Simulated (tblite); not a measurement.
# doublet CH2BrFO2Si+: GFN2-xTB

Wanted: energy and gradient of doublet CH2BrFO2Si+. 

Program for the calculation: tblite 0.8.0.

38 further runs of the same task are left out: 38 set aside as unsound or not needed.

### 1 The structure to begin with

CH2BrFO2Si+ has 8 atoms, charge +1, and is taken as a doublet. As SMILES of the parent species, `O=CO[SiH](F)Br`. Geometry: relaxed at PBE0-D4/def2-TZVP. This is one conformer, not always the lowest. That shape belongs to the parent species and isn't relaxed for this state.

Bond lengths: O1–C2 1.193 Å, C2–O3 1.341 Å, O3–Si4 1.667 Å, Si4–F5 1.580 Å, Si4–Br6 2.183 Å, C2–H7 1.098 Å, Si4–H8 1.466 Å. Angles: O1–C2–O3 124.2°, C2–O3–Si4 120.8°, O3–Si4–F5 103.0°, O3–Si4–Br6 110.9°, F5–Si4–Br6 108.7°, O1–C2–H7 125.0°, O3–C2–H7 110.8°, O3–Si4–H8 112.3°, F5–Si4–H8 109.4°, Br6–Si4–H8 112.1°.

### 2 Energy and forces at GFN2-xTB

job.py reads:

```python
import json
import numpy as np
from tblite.interface import Calculator

symbols = ["O", "C", "O", "Si", "F", "Br", "H", "H"]
numbers = np.array([8, 6, 8, 14, 9, 35, 1, 1])
positions = np.array([  # bohr
    [-0.126045, -2.625397, 2.517115],
    [1.719462, -1.797696, 1.519340],
    [1.686770, -0.033637, -0.298577],
    [-1.039160, 1.141584, -1.354556],
    [-0.196154, 2.781677, -3.702162],
    [-2.751252, 3.634888, 1.450554],
    [3.665880, -2.371039, 1.954733],
    [-2.785456, -0.838283, -2.192082],
])

calculator = Calculator("GFN2-xTB", numbers, positions, charge=1, uhf=1)
calculator.set("accuracy", 0.1)
sp = calculator.singlepoint()

print(f"E(total): {sp.get('energy') * 27.211386:.8f} eV")
eps = np.atleast_2d(sp.get("orbital-energies")) * 27.211386
occ = np.atleast_2d(sp.get("orbital-occupations"))
filled = occ.sum(axis=0) if eps.shape[0] == 1 else occ[0]
homo = np.nonzero(filled > 0.5)[0].max()
print(f"HOMO {eps[0, homo]:.4f} eV")
if homo + 1 < eps.shape[1]:
    print(f"LUMO {eps[0, homo + 1]:.4f} eV, gap {eps[0, homo + 1] - eps[0, homo]:.4f} eV")
mu = sp.get("dipole") * 2.541746
print(f"|mu|: {np.linalg.norm(mu):.4f} D, components " + " ".join(f"{c:.4f}" for c in mu))
q = sp.get("charges")
g = sp.get("gradient")
print("atom     charge      dE/dx        dE/dy        dE/dz   (Eh/bohr)")
for i, s in enumerate(symbols):
    print(f"{s:<2}{i + 1:<3} {q[i]:9.4f} {g[i, 0]:12.7f} {g[i, 1]:12.7f} {g[i, 2]:12.7f}")
print(f"gradient norm {np.linalg.norm(g):.6f} Eh/bohr")
out = {k: np.asarray(sp.get(k)).tolist() for k in ("energy", "gradient", "charges", "dipole", "orbital-energies", "orbital-occupations")}
out.update(symbols=symbols, positions=(positions * 0.529177210903).tolist())
json.dump(out, open("results.json", "w"))
```

Command:

```console
$ python job.py
```

**Question.** What will come out? Wanted: total energy; HOMO energy; LUMO energy; largest force on an atom.

**Answer.** As computed:

Level: GFN2-xTB.

| quantity | value |
| --- | --- |
| total energy | -21.42684 Eh |
| HOMO energy (as the program lists it) | -18.39 eV |
| LUMO energy (as the program lists it) | -13.79 eV |
| largest force on an atom | 1.618 eV/Å |
